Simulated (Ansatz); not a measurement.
**TiH₂ (singlet): wave-function methods side by side at angle H2–Ti1–H3 = 180.0°, def2-SVP**

The task here is to estimate one member of a computed series from the others.

Computed with Ansatz 0.2.0, Gaussian basis. Level: def2-SVP, core rule «outside noble gas», up to 9 orbitals frozen.

The runs, in order: UHF; CCSD(T) on RHF; CCSD(T) on UHF; CISD; CCSDT(Q) on RHF; CCSDT(Q) on UHF; CASSCF and MRCISD+Q, 2 electrons in 2 orbitals; CASSCF and NEVPT2, 2 electrons in 2 orbitals; CASSCF and MRCISD+Q, 6 electrons in 8 orbitals; CASSCF and NEVPT2, 6 electrons in 8 orbitals; Full CI.

23 further runs of the same task are left out: 10 for a known fault of the program, 10 that didn't finish, 3 set aside as unsound or not needed.

### What is computed

The geometry derives from a PBE0/def2-TZVP stationary point (not a proven minimum). One angle is set to the value named; bond lengths are kept.

3 atoms, charge 0, spin multiplicity 1.

Atoms are counted from 1 here; the program's logs count them from 0.

Bond lengths: Ti1–H2 1.847 Å, Ti1–H3 1.847 Å. Angles: H2–Ti1–H3 180.0°.

The first run:

in.yaml

```yaml
crystal:
  periodic: [false, false, false]
  atoms:
    - {symbol: Ti, position_ang: [0.000000, 0.000000, 0.000000]}
    - {symbol: H, position_ang: [0.000000, 0.000000, -1.847400]}
    - {symbol: H, position_ang: [0.000000, 0.000000, 1.847400]}
basis:
  gaussian: {orbitals: def2-SVP}
magnetization: {spin_polarized: true, initial_magnetization: 0}
hamiltonian: {xc: hf}
output: {orbitals: {seedname: orbitals}}
```

Run with:

```
> ansatz run in.yaml --threads 1 --pin off --events-out ev --progress --plain --max-ram 2393MiB
```

Steps of the session up to this table: UHF; CCSD(T) on RHF; CCSD(T) on UHF; CISD; CCSDT(Q) on RHF; CCSDT(Q) on UHF; CASSCF and MRCISD+Q, 2 electrons in 2 orbitals; CASSCF and NEVPT2, 2 electrons in 2 orbitals; CASSCF and MRCISD+Q, 6 electrons in 8 orbitals; CASSCF and NEVPT2, 6 electrons in 8 orbitals; Full CI.

One of the session's tables, all rows but one given; the rest of the session is left out.

It belongs to the step «Misses and costs». 

| method | from FCI (kcal/mol) |
| --- | --- |
| RHF | +63.74 |
| RMP2 | +25.58 |
| CISD | +10.10 |
| RCCSD | +4.77 |
| RCCSD(T) | ? |
| RCCSDT | +0.47 |
| RCCSDT(Q) | +0.19 |
| FCI | 0 |

Q: Estimate the row for RCCSD(T) from the others.

**Answer.** from FCI (kcal/mol): +2.47. In the column «from FCI (kcal/mol)» it lies between RCCSDT (+0.47) and RCCSD (+4.77).

Left out of the table: CASSCF pair, NEVPT2 pair, MRCISD pair, MRCISD+Q pair, CASSCF valence, NEVPT2 valence, MRCISD valence, MRCISD+Q valence (the active space lost an orbital or holds another state than full CI finds).

Left out of the table: UHF, UMP2, UCCSD, UCCSD(T), UCCSDT, UCCSDT(Q) (another determinant or state than the rows shown).

Caveats from the session: The report flags that the cluster equations may have other roots. The program flags RCCSDT(Q) as in doubt, so those rows may rest on another solution; read them beside their warnings.
